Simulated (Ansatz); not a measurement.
A run of Ansatz 0.2.0:

File input:

```
crystal:
  lattice:
    - [4.432465, 0.0, 0.0]
    - [0.0, 4.432465, 0.0]
    - [0.0, 0.0, 4.432465]
  atoms:
    - { symbol: Se, position: [0.0, 0.0, 0.0] }
    - { symbol: Ga, position: [0.5, 0.5, 0.0] }
    - { symbol: Ga, position: [0.5, 0.0, 0.5] }
    - { symbol: Ga, position: [0.0, 0.5, 0.5] }
hamiltonian:
  xc: pbe0
  pseudopotentials: { kind: paw }
kpoints:
  mp_grid: { grid: [4, 4, 4] }
scf:
  occupations: { method: fermi_dirac, width: 0.05 }
output:
  forces: true
  stress: true
  eigenvalues: true
relax:
  f_tol: 0.01
  max_steps: 40
  cell: { stress_tol: 0.05 }
```

Hardware: 1 × NVIDIA H100 80GB HBM3 with 2 threads of AMD EPYC 7R13 Processor (Zen 3) (shared host).

Task: Estimate the wall time of this run.

Result: Wall time 60 s on 1 × NVIDIA H100 80GB HBM3 with 2 threads of AMD EPYC 7R13 Processor (Zen 3), with other jobs on the host, peak memory 2.1 GiB. Counts: scf iterations 69, plane waves 1743, k points 10, bands 33, ion steps 3.
